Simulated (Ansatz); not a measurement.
# CHFI−: single points off equilibrium

How do the functionals fare away from a minimum? The structure is a structure displaced at random from a GFN2-xTB minimum.

Method: single points in def2-TZVPPD; program: Ansatz 0.2.0, Gaussian basis.

Correlated methods freeze the cores. Filled d shells of the heavier atoms are correlated. Core potentials replace the inner electrons past krypton, and spin-orbit coupling is left out.

## (1) Starting geometry

SMILES `F[CH-]I`, 4 atoms, charge -1, spin multiplicity 1.

Atoms are counted from 1 here; the program's logs count them from 0.

Bond lengths: C2–I3 2.240 Å.

As a file:

```xyz
4
CHFI
F    -0.1447   -1.1570    1.0260
C     0.3812   -0.3826   -0.1965
I    -1.2064    1.0001   -0.9616
H     1.1200    0.6107    0.4251
```

## (2) CCSD(T)/def2-TZVPPD

File run/in.yaml:

```yaml
crystal:
  periodic: [false, false, false]
  atoms:
    - {symbol: F, position_ang: [-0.144700, -1.157000, 1.026000]}
    - {symbol: C, position_ang: [0.381200, -0.382600, -0.196500]}
    - {symbol: I, position_ang: [-1.206400, 1.000100, -0.961600]}
    - {symbol: H, position_ang: [1.120000, 0.610700, 0.425100]}
basis:
  gaussian: {orbitals: "def2-TZVPPD.json"}
total_charge: -1
correlation: {method: ccsd_t}
output: {forces: true}
```

The basis file named in the input lies beside it (Basis Set Exchange, JSON).

No record of the launch command was kept for these runs.

## (3) PBE0-D4/def2-TZVPPD

Edit run/in.yaml of step 2 so:

```diff
@@ -10,3 +10,3 @@
 total_charge: -1
-correlation: {method: ccsd_t}
-output: {forces: true}
+hamiltonian: {xc: pbe0, dispersion: d4}
+output: {forces: true, orbitals: {seedname: orbitals}}
```

## (4) wB97M-V/def2-TZVPPD

Edit run/in.yaml of step 3 so:

```diff
@@ -10,3 +10,3 @@
 total_charge: -1
-hamiltonian: {xc: pbe0, dispersion: d4}
-output: {forces: true, orbitals: {seedname: orbitals}}
+hamiltonian: {xc: {name: wB97M-V}}
+output: {forces: true}
```

## (5) r2SCAN-D4/def2-TZVPPD

Edit run/in.yaml of step 4 so:

```diff
@@ -10,3 +10,3 @@
 total_charge: -1
-hamiltonian: {xc: {name: wB97M-V}}
+hamiltonian: {xc: r2scan, dispersion: d4}
 output: {forces: true}
```

## (6) PBE-D4/def2-TZVPPD

Edit run/in.yaml of step 5 so:

```diff
@@ -10,3 +10,3 @@
 total_charge: -1
-hamiltonian: {xc: r2scan, dispersion: d4}
+hamiltonian: {xc: pbe, dispersion: d4}
 output: {forces: true}
```

## (7) CAM-B3LYP-D4/def2-TZVPPD

Edit run/in.yaml of step 6 so:

```diff
@@ -10,3 +10,3 @@
 total_charge: -1
-hamiltonian: {xc: pbe, dispersion: d4}
+hamiltonian: {xc: {name: CAM-B3LYP}, dispersion: d4}
 output: {forces: true}
```

## (8) r2SCANh-D4/def2-TZVPPD

Edit run/in.yaml of step 7 so:

```diff
@@ -10,3 +10,3 @@
 total_charge: -1
-hamiltonian: {xc: {name: CAM-B3LYP}, dispersion: d4}
+hamiltonian: {xc: {name: r2SCANh}, dispersion: d4}
 output: {forces: true}
```

(Steps that only read results are left out.)

**Question.** What will these runs give? Wanted: RMS force component; RMS force error; HOMO and LUMO, PBE0-D4; T1 diagnostic.

**Answer**, as computed:

| quantity | value |
| --- | --- |
| RMS force component | 1.354 to 1.627 eV/Å over the methods |
| RMS force error | PBE0-D4 0.135, wB97M-V 0.115, r2SCAN-D4 0.079, PBE-D4 0.179, CAM-B3LYP-D4 0.138, r2SCANh-D4 0.088 eV/Å |
| HOMO and LUMO, PBE0-D4 | -0.64 and 3.20 eV |
| T1 diagnostic | 0.014 |

What this shows: For forces r2SCAN-D4 does best and PBE-D4 worst. Frozen-core CCSD(T) forces in triple zeta carry basis errors of their own, and this is one geometry, so small gaps rank nothing.
